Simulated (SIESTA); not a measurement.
Runs of SIESTA 5.4.2 on GaGe. It takes space group F-43m (No. 216, cubic). Conventional cell: a = 5.796 Å, b = 5.796 Å, c = 5.796 Å, α = 90.00°, β = 90.00°, γ = 90.00°. Ge (site symmetry -43m) is surrounded by 4 Ga at 2.51 Å. Around Ga (site symmetry -43m) lie 4 Ge at 2.51 Å. The cell comes from a database or a generator and needn't be the stable form of this composition.

| level | potentials or basis | gap on the mesh (eV) | pressure (GPa) | relaxed volume (Å³/atom) |
| --- | --- | --- | --- | --- |
| BLYP | PseudoDojo 0.4 standard (PBE files), DZP (energy shift 0.003 Ry; two zetas on semicore shells) | none | -0.1 | 26.03 |
| PBEsol | PseudoDojo 0.4 standard (PBEsol files), DZP (energy shift 0.003 Ry; two zetas on semicore shells) | none | 0.2 | 23.49 |
| revPBE | PseudoDojo 0.4 standard (PBE files), DZP (energy shift 0.003 Ry; two zetas on semicore shells) | none | 0.0 | 25.48 |
| PW91 | PseudoDojo 0.4 standard (PBE files), DZP (energy shift 0.003 Ry; two zetas on semicore shells) | none | -0.1 | 24.79 |
| WC | PseudoDojo 0.4 standard (PBEsol files), DZP (energy shift 0.003 Ry; two zetas on semicore shells) | none | 0.2 | (b) |
| PBE | PseudoDojo 0.4 standard (PBE files), DZP (energy shift 0.003 Ry; two zetas on semicore shells) | none | -0.1 | (a) |
| RPBE | PseudoDojo 0.4 standard (PBE files), DZP (energy shift 0.003 Ry; two zetas on semicore shells) | none | -0.1 | 25.78 |
| LDA | PseudoDojo 0.4 standard (LDA files), DZP (energy shift 0.003 Ry; two zetas on semicore shells) | none | 0.0 | 22.74 |

Alike in all rows: task relaxation of cell and atoms; no spin polarisation; cell relaxed; k mesh 6 × 6 × 6; smearing fermi-dirac 0.05 eV; grid cutoff 800 Ry; energy shift 0.003 Ry.

Problem. Fill in the values left out.

Solution. (a) 24.88; (b) 23.46.

Caveats: the basis of atomic orbitals isn't converged, which shifts pressures, moduli and gaps; the potentials were made for another functional, which shifts forces and pressure (some runs).

A k mesh can miss the band edges, and the runs leave out spin-orbit coupling on Ga, Ge.

A gap of «none» marks a metal or a gap under the smearing width.
